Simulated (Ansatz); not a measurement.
# GePt: the cost of one run

Computed with Ansatz 0.2.0 (DFT PBEsol, scalar-relativistic, plane waves, PAW, unless a step's input says otherwise).

2 further runs of the same task are left out: 2 set aside as unsound or not needed.

## 1. Starting point

The structure is orthorhombic, space group Pnma (No. 62). The conventional cell has a = 5.741 Å, b = 3.700 Å, c = 6.092 Å, α = 90.00°, β = 90.00°, γ = 90.00°. Ge (site symmetry m) has 6 Pt at 2.49 to 2.66 Å as nearest neighbours. Pt (site symmetry m) is surrounded by 6 Ge at 2.49 to 2.66 Å.

Coordinates:

```cif
data_structure
_symmetry_space_group_name_H-M 'P 1'
_symmetry_Int_Tables_number 1
_cell_length_a 6.8299
_cell_length_b 6.8299
_cell_length_c 7.1281
_cell_angle_alpha 106.335
_cell_angle_beta 106.335
_cell_angle_gamma 114.389
_cell_volume 258.83
loop_
_atom_site_label
_atom_site_type_symbol
_atom_site_fract_x
_atom_site_fract_y
_atom_site_fract_z
_atom_site_occupancy
Ge1 Ge 0.23857 0.42341 0.41198 1
Ge2 Ge 0.73857 0.92341 0.41198 1
Ge3 Ge 0.26143 0.07659 0.58802 1
Ge4 Ge 0.76143 0.57659 0.58802 1
Ge5 Ge 0.67341 0.98857 0.91198 1
Ge6 Ge 0.17341 0.48857 0.91198 1
Ge7 Ge 0.82659 0.51143 0.08802 1
Ge8 Ge 0.32659 0.01143 0.08802 1
Pt1 Pt 0.52904 0.52980 0.80884 1
Pt2 Pt 0.02904 0.02980 0.80884 1
Pt3 Pt 0.97096 0.97020 0.19116 1
Pt4 Pt 0.47096 0.47020 0.19116 1
Pt5 Pt 0.27980 0.77904 0.30884 1
Pt6 Pt 0.77980 0.27904 0.30884 1
Pt7 Pt 0.22020 0.72096 0.69116 1
Pt8 Pt 0.72020 0.22096 0.69116 1
```

It is built from the cell relaxed beforehand with the same method (16.18 Å³/atom).

## 2. Reference: the perfect supercell

The input, input.yaml:

```yaml
crystal:
  lattice:
    - [5.7406006238, -3.700335994, 0.0]
    - [-5.7406006238, -3.700335994, 0.0]
    - [0.0, 3.700335994, -6.0924384592]
  atoms:
    - { symbol: Ge, position: [0.2385682617, 0.4234088379, 0.4119770996] }
    - { symbol: Ge, position: [0.7385682617, 0.9234088379, 0.4119770996] }
    - { symbol: Ge, position: [0.2614317383, 0.0765911621, 0.5880229004] }
    - { symbol: Ge, position: [0.7614317383, 0.5765911621, 0.5880229004] }
    - { symbol: Ge, position: [0.6734088379, 0.9885682617, 0.9119770996] }
    - { symbol: Ge, position: [0.1734088379, 0.4885682617, 0.9119770996] }
    - { symbol: Ge, position: [0.8265911621, 0.5114317383, 0.0880229004] }
    - { symbol: Ge, position: [0.3265911621, 0.0114317383, 0.0880229004] }
    - { symbol: Pt, position: [0.5290420562, 0.5297985825, 0.8088406386] }
    - { symbol: Pt, position: [0.0290420562, 0.0297985825, 0.8088406386] }
    - { symbol: Pt, position: [0.9709579438, 0.9702014175, 0.1911593614] }
    - { symbol: Pt, position: [0.4709579438, 0.4702014175, 0.1911593614] }
    - { symbol: Pt, position: [0.2797985825, 0.7790420562, 0.3088406386] }
    - { symbol: Pt, position: [0.7797985825, 0.2790420562, 0.3088406386] }
    - { symbol: Pt, position: [0.2202014175, 0.7209579438, 0.6911593614] }
    - { symbol: Pt, position: [0.7202014175, 0.2209579438, 0.6911593614] }
  symmetry: { detect: false }
basis:
  ecutwfc: 420
kpoints:
  mp_grid: { grid: [4, 4, 4], shift: [0.5, 0.5, 0.5] }
hamiltonian:
  xc: pbesol
scf:
  occupations: { method: gaussian, width: 0.1 }
output:
  forces: true
  stress: true
  eigenvalues: true
```

The run is started by

```sh
ansatz run input.yaml --threads 4 --pin off --max-ram 9216MiB --backend cpu --events-out ev --progress --plain --runs-dir out
```

**Question.** How long does this run take on 4 threads of Arm Neoverse V2, shared host, and how much memory does it need?

About 29 s, with a peak of 1.6 GiB.
